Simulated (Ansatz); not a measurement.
# PmBi: the cost of one run

Program: Ansatz 0.2.0. Level of theory: DFT PBEsol, scalar-relativistic, plane waves, PAW. These are calculated values, not measurements.

3 further runs of the same task are left out: 3 set aside as unsound or not needed.

**1. The starting structure**

Symmetry: Fm-3m, No. 225, cubic system. Conventional cell: a = 6.440 Å, b = 6.440 Å, c = 6.440 Å, α = 90.00°, β = 90.00°, γ = 90.00°. Pm (site symmetry m-3m) has 6 Bi at 3.22 Å as nearest neighbours. Bi (site symmetry m-3m) is surrounded by 6 Pm at 3.22 Å.

Structure file:

```xyz
2
Lattice="0.0000 3.2200 3.2200 3.2200 0.0000 3.2200 3.2200 3.2200 0.0000" Properties=species:S:1:pos:R:3 pbc="T T T"
Pm    3.2200    3.2200    3.2200
Bi    0.0000    0.0000    0.0000
```

Starting moments: Pm 4.00 μB.

**2. The first run**

input.yaml

```yaml
crystal:
  lattice:
    - [0.0, 3.22, 3.22]
    - [3.22, 0.0, 3.22]
    - [3.22, 3.22, 0.0]
  atoms:
    - { symbol: Pm, position: [0.5, 0.5, 0.5], spin: 4.0 }
    - { symbol: Bi, position: [0.0, 0.0, 0.0] }
basis:
  ecutwfc: 600
  ecutrho_ratio: 5
kpoints:
  mp_grid: { grid: [8, 8, 8] }
hamiltonian:
  xc: pbesol
scf:
  occupations: { method: gaussian, width: 0.05 }
output:
  forces: true
  stress: true
  eigenvalues: true
  populations: true
magnetization:
  spin_polarized: true
```

What time and memory should one allow on 4 threads of an Arm CPU, shared host?

About 50 s, with a peak of 0.8 GiB.
